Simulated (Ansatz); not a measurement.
# Sc3B2Sb: the cost of one run

Method: DFT PBE, scalar-relativistic, plane waves, PAW, in Ansatz 0.2.0.

## 1. The system as given

It takes space group P-6m2 (No. 187, hexagonal). The conventional cell has a = 5.853 Å, b = 5.853 Å, c = 4.083 Å, α = 90.00°, β = 90.00°, γ = 120.00°. Sc (site symmetry mm2) has 1 B at 2.02 Å in its first shell of neighbours. Around B (site symmetry -6m2) lie 3 Sc at 2.02 Å and 2 B at 2.04 Å. Around B (site symmetry -6m2) lie 2 B at 2.04 Å. Around Sb (site symmetry -6m2) lie 6 Sc at 2.95 Å and 3 B at 3.38 Å.

Structure file:

```cif
data_structure
_symmetry_space_group_name_H-M 'P-6m2'
_symmetry_Int_Tables_number 187
_cell_length_a 5.8528
_cell_length_b 5.8528
_cell_length_c 4.0828
_cell_angle_alpha 90.000
_cell_angle_beta 90.000
_cell_angle_gamma 120.000
_cell_volume 121.12
loop_
_atom_site_label
_atom_site_type_symbol
_atom_site_symmetry_multiplicity
_atom_site_Wyckoff_symbol
_atom_site_fract_x
_atom_site_fract_y
_atom_site_fract_z
_atom_site_occupancy
Sc1 Sc 3 j 0.46718 0.53282 0.00000 1
B1 B 1 e 0.66667 0.33333 0.00000 1
B2 B 1 f 0.66667 0.33333 0.50000 1
Sb1 Sb 1 a 0.00000 0.00000 0.00000 1
```

Recipe of the guess: random cell by space group and Wyckoff sites (P-6m2, No. 187). Its size is a rough estimate.

## 2. Probe: one point on a coarse mesh

Input file input.yaml:

```yaml
crystal:
  lattice:
    - [5.85275825, 0.0, 0.0]
    - [-2.92637912, 5.06863732, 0.0]
    - [0.0, 0.0, 4.08276066]
  atoms:
    - { symbol: Sc, position: [0.46718214, 0.53281786, 0.0] }
    - { symbol: Sc, position: [0.46718214, 0.93436427, 0.0] }
    - { symbol: Sc, position: [0.06563573, 0.53281786, 0.0] }
    - { symbol: B, position: [0.66666667, 0.33333333, 0.0] }
    - { symbol: B, position: [0.66666667, 0.33333333, 0.5] }
    - { symbol: Sb, position: [0.0, 0.0, 0.0] }
basis:
  ecutwfc: 420
kpoints:
  mp_grid: { grid: [3, 3, 4] }
hamiltonian:
  xc: pbe
scf:
  occupations: { method: gaussian, width: 0.1 }
  lower_state_search: "off"
output:
  forces: true
  stress: true
  eigenvalues: true
```

Run with:

```console
> ansatz run input.yaml --threads 1 --pin off --max-ram 2560MiB --backend cpu --events-out ev --progress --plain --runs-dir out
```

Q: Estimate wall time and peak memory on 1 thread of Intel Xeon at 2.50GHz (Skylake/Cascade Lake), shared host.

About 7.5 s, with a peak of 0.37 GiB.
